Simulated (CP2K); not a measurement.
The system is Ti3Se.

```
Se Ti
1.0
     3.19745    0.00000    0.00000
    -1.59872    2.76907    0.00000
     0.00000    0.00000    7.94275
Se Ti
1 3
Cartesian
  0.0000 0.0000 0.0000
  1.5987 0.9230 3.9714
  0.0000 1.8460 6.1390
  0.0000 1.8460 1.8038
```

The cell comes from a database or a generator and needn't be the stable form of this composition.

Program: CP2K 2026.2. Alike in all runs: task band structure; no spin polarisation; cell as given; k mesh 10 × 10 × 4.

Question: Order these runs on this cell by their pressure, lowest first.
A. level LDA; potentials or basis GTH_POTENTIALS Se GTH-PADE-q6, Ti GTH-PADE-q12; TZVP-MOLOPT-PBE-GTH basis; smearing fermi-dirac 0.0259 eV; EPS_DEFAULT 1.0E-10; points a segment of the path (NPOINTS) 10; bands added on the path 6; CUTOFF of the grids 450 Ry
B. level r2SCAN; potentials or basis POTENTIAL_UZH Se GTH-SCAN-q6, Ti GTH-SCAN-q12; TZVP-MOLOPT-SCAN-GTH basis; smearing fermi-dirac 0.1 eV; EPS_DEFAULT 1.0E-9; points a segment of the path (NPOINTS) 8; bands added on the path 2; CUTOFF of the grids 675 Ry
C. level PBEsol; potentials or basis POTENTIAL_UZH Se GTH-PBE-q6, Ti GTH-PBE-q12; TZVP-MOLOPT-PBE-GTH basis; smearing fermi-dirac 0.0259 eV; EPS_DEFAULT 1.0E-10; points a segment of the path (NPOINTS) 10; bands added on the path 2; CUTOFF of the grids 450 Ry

Answer: A (-7.6 GPa), C (-3.3 GPa), B (0.1 GPa).

Caveats: the basis of atomic orbitals isn't converged, which shifts pressures, moduli and gaps; the potentials were made for another functional, which shifts forces and pressure (some runs).

Runs at the PBE level aren't shown here.
